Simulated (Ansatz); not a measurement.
# CH₅FOSi: basis-set convergence

The task here is to estimate one member of a computed series from the others.

Computed with Ansatz 0.2.0, Gaussian basis. Level: one geometry, several basis sets.

The runs, in order: PBE0-D4/def2-SVP; ωB97M-V/def2-SVP; PBE0-D4/def2-QZVPP; ωB97M-V/def2-QZVPP; CCSD(T)/cc-pV(D+d)Z; CCSD(T)/cc-pV(T+d)Z; CCSD(T)/cc-pV(Q+d)Z; the functionals' def2-TZVPP values are taken from earlier runs.

### The geometry

An earlier PBE0-D4 in a triple-zeta def2 set relaxation fixed the geometry.

SMILES `CO[SiH2]F`, 9 atoms, charge 0, spin multiplicity 1.

Atoms are counted from 1 here; the program's logs count them from 0.

Bond lengths: C1–O2 1.412 Å, C1–H5 1.093 Å, C1–H6 1.091 Å, C1–H7 1.096 Å, O2–Si3 1.623 Å, Si3–F4 1.598 Å, Si3–H8 1.474 Å, Si3–H9 1.483 Å. Angles: O2–C1–H5 110.6°, O2–C1–H6 108.3°, O2–C1–H7 111.7°, H5–C1–H6 108.8°, H5–C1–H7 108.8°, H6–C1–H7 108.6°, C1–O2–Si3 125.2°, O2–Si3–F4 111.1°, O2–Si3–H8 106.8°, O2–Si3–H9 110.6°, F4–Si3–H8 108.2°, F4–Si3–H9 105.9°, H8–Si3–H9 114.2°.

The first run:

in.yaml reads:

```yaml
crystal:
  periodic: [false, false, false]
  atoms:
    - {symbol: C, position_ang: [-0.280151, 1.150704, -0.688409]}
    - {symbol: O, position_ang: [-0.743622, -0.064236, -0.137979]}
    - {symbol: Si, position_ang: [0.168871, -1.127669, 0.679938]}
    - {symbol: F, position_ang: [1.201979, -1.865174, -0.290096]}
    - {symbol: H, position_ang: [0.189553, 0.979012, -1.660793]}
    - {symbol: H, position_ang: [-1.135914, 1.813647, -0.822990]}
    - {symbol: H, position_ang: [0.443391, 1.643456, -0.028981]}
    - {symbol: H, position_ang: [-0.748151, -2.141729, 1.231943]}
    - {symbol: H, position_ang: [0.992444, -0.434213, 1.700268]}
basis:
  gaussian: {orbitals: def2-SVP}
hamiltonian: {xc: pbe0, dispersion: d4}
output: {orbitals: {seedname: orbitals}}
```

Run with:

```bash
$ ansatz run in.yaml --threads 2 --pin off --events-out ev --progress --plain --max-ram 32768MiB --backend cpu
```

Among the steps run: PBE0-D4 in def2-SVP; ωB97M-V in def2-SVP; PBE0-D4 in def2-QZVPP; ωB97M-V in def2-QZVPP.

One table of the session follows, with a row left open; its other results are not shown here.

```
functional       basis  HOMO (eV)  LUMO (eV)
   PBE0-D4    def2-SVP      -8.67       1.48
   PBE0-D4  def2-TZVPP      -8.79       0.81
   PBE0-D4  def2-QZVPP          ?          ?
   ωB97M-V    def2-SVP     -11.04       3.32
   ωB97M-V  def2-TZVPP     -11.19       2.43
   ωB97M-V  def2-QZVPP     -11.22       1.81
```

Q: Estimate the row for PBE0-D4, def2-QZVPP from the others.

As computed: HOMO (eV): -8.82; LUMO (eV): 0.50. In the column «HOMO (eV)» it lies between ωB97M-V, def2-SVP (-11.04) and PBE0-D4, def2-TZVPP (-8.79).
